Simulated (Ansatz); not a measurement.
This script drives the Ansatz DFT code, driven from Python.

`methods_geh6o2si.py`
```python
'''One geometry of GeH6O2Si, method by method.'''

from dataclasses import dataclass
from pathlib import Path

import ansatz
from ase import Atoms
import numpy as np


@dataclass(frozen=True)
class Settings:
    basis: str = 'def2-SVP'


settings = Settings()

atoms = Atoms(['O', 'Ge', 'O', 'Si', 'H', 'H', 'H', 'H', 'H', 'H'], positions=[
    (-1.6111, 1.0259, -1.8287),
    (-0.4644, 0.7009, -0.5658),
    (-0.4557, -1.0632, -0.2944),
    (0.8252, -1.2932, 0.9484),
    (-1.6206, 2.0482, -1.9573),
    (-0.8666, 1.4572, 0.7365),
    (0.9627, 1.1983, -1.0227),
    (0.8873, -2.723, 1.2447),
    (0.3565, -0.5767, 2.2199),
    (2.0698, -0.8258, 0.5222),
])
system = ansatz.Crystal.molecule_from_ase(atoms)

model = system.calculation().basis(gaussian=settings.basis)

print('functional    E (Ha)        dipole (D)   HOMO (eV)  LUMO (eV)')
for name in ['pbe0', 'b3lyp', 'cam_b3lyp', 'r2scan']:
    report = model.functional(name).forces().orbitals().run(runs_dir='runs').report
    lines = Path(report['orbitals_path']).read_text().splitlines()
    field_of = lambda key: [line.split('=')[1].strip() for line in lines if line.startswith(key)]
    orbitals = [(27.211386 * float(e), s, float(n)) for e, s, n in zip(field_of('Ene='), field_of('Spin='), field_of('Occup='))]
    homo = max(e for e, _, n in orbitals if n > 0.5)
    lumo = min(e for e, _, n in orbitals if n < 0.5)
    dipole = 4.803205 * np.linalg.norm(report['charge_distribution']['dipole_moment_e_ang'])
    print(f'{name:10s} {report["free_energy_ev"] / 27.211386246:14.6f} {dipole:9.3f} {homo:11.3f} {lumo:10.3f}')
```

It is started by `python methods_geh6o2si.py`. How long does it take on 1 thread of Arm Neoverse N1, on a shared host, and how much memory does it need?

It took about 42 s, with a peak of 0.35 GiB, for 4 runs of the engine.

```console
$ python methods_geh6o2si.py
functional    E (Ha)        dipole (D)   HOMO (eV)  LUMO (eV)
pbe0         -2519.563926     2.739      -8.238     -0.221
b3lyp        -2520.182082     2.689      -7.965     -0.366
cam_b3lyp    -2520.187859     2.811      -9.604      0.948
r2scan       -2520.007817     2.634      -7.086     -0.838
```

What to keep in mind:
- Total energies depend on the basis set; only differences at equal settings carry meaning.
- The geometry is a force-field or estimated start, not a minimum of this method, and the basis set is short of its limit. A lower total doesn't mark the better method: functionals have no common bound, and MP2 and coupled cluster aren't variational.
- b3lyp holds the VWN-RPA fit, as in Gaussian; the form of ORCA and Turbomole is b3lyp5.
- Levels such as HOMO and LUMO are orbital energies: with these approximate functionals they aren't the ionisation energy and electron affinity, and their gap isn't the fundamental gap.
